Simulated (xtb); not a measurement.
# GFN2-xTB run of GeSi3H9Cl (SMILES Cl[SiH2][SiH2][SiH2][GeH3])

Aim: a geometry optimisation of GeSi3H9Cl. 

The calculation is run with xtb 6.7.1 later snapshot.

1 further run of the same task is left out (set aside as unsound or not needed).

**1. Starting point**

GeSi3H9Cl: 14 atoms, total charge 0, spin state singlet. As SMILES, `Cl[SiH2][SiH2][SiH2][GeH3]`. All atoms were displaced at random from a relaxed shape. The run starts from this shape.

Bond lengths: Cl1–Si2 2.124 Å, Si2–Si3 2.186 Å, Si3–Si4 2.215 Å, Si4–Ge5 2.310 Å, Si2–H6 1.588 Å, Si2–H7 1.453 Å, Si3–H8 1.564 Å, Si3–H9 1.583 Å, Si4–H10 1.519 Å, Si4–H11 1.479 Å, Ge5–H12 1.501 Å, Ge5–H13 1.511 Å, Ge5–H14 1.485 Å. Some angles: Cl1–Si2–Si3 108.3°, Si2–Si3–Si4 116.3°, Si3–Si4–Ge5 114.6°, Cl1–Si2–H6 102.8°, Cl1–Si2–H7 103.8°, Si3–Si2–H6 124.0°, Si3–Si2–H7 119.8°, Si2–Si3–H8 111.0°, Si2–Si3–H9 103.5°, Si4–Si3–H8 111.9°.

**2. A structure relaxation at GFN2-xTB**

detailed.inp

```
$opt
   hessian=lindh
$end
```

coord

```
$coord
     -5.769031502303     -1.613391473422      0.726127263387  cl
     -2.994138763641     -0.130617869734      3.217315418959  si
      0.646097362010     -1.836152388993      2.264836760364  si
      1.843106581131     -1.532662373378     -1.734031589218  si
      1.558853977465      2.484876470315     -3.417853155304  ge
     -4.312884139711     -0.376490135809      5.902011529692  h
     -3.319436218734      2.587639776973      3.015039134579  h
      0.805741425018     -4.614786785381      3.257490996369  h
      2.566890584124     -0.439493604804      4.083471388181  h
      4.571946694136     -2.278877425470     -2.218349497698  h
      0.423960056060     -3.336897288125     -3.327883294511  h
      2.259602218999      2.968684152742     -6.124432294561  h
     -1.084211466743      3.560508580452     -3.308589190779  h
      2.973597440666      4.393008527395     -1.924345907229  h
$end
```

Started as:

```console
$ xtb -o normal -c 0 --input detailed.inp --parallel 1 -- coord | tee run.log
```

What values should one expect? Wanted: total energy at the end; dipole moment; HOMO energy; LUMO energy; HOMO–LUMO gap; dispersion energy; mean polarisability.

Computed results:

At GFN2-xTB:

| quantity | value |
| --- | --- |
| total energy at the end | -16.27725 Eh |
| dipole moment | 2.71 D |
| HOMO energy | -9.98 eV |
| LUMO energy | -6.31 eV |
| HOMO–LUMO gap | 3.66 eV |
| dispersion energy | -34.86 kJ/mol |
| mean polarisability (D4 model) | 129.5 bohr³ |

In words: At the final geometry: Bond lengths: Cl1–Si2 2.055 Å, Si2–Si3 2.324 Å, Si3–Si4 2.334 Å, Si4–Ge5 2.341 Å, Si2–H6 1.463 Å, Si2–H7 1.464 Å, Si3–H8 1.471 Å, Si3–H9 1.473 Å, Si4–H10 1.469 Å, Si4–H11 1.470 Å, Ge5–H12 1.510 Å, Ge5–H13 1.497 Å, Ge5–H14 1.502 Å. Some angles: Cl1–Si2–Si3 105.3°, Si2–Si3–Si4 111.5°, Si3–Si4–Ge5 112.7°, Cl1–Si2–H6 104.6°, Cl1–Si2–H7 104.9°, Si3–Si2–H6 116.8°, Si3–Si2–H7 117.4°, Si2–Si3–H8 109.3°, Si2–Si3–H9 109.2°, Si4–Si3–H8 112.1°. The optimisation took 54 steps and changed the energy by -0.678 eV. Mulliken charges run from -0.30 on Cl1 to +0.41 on Si2.
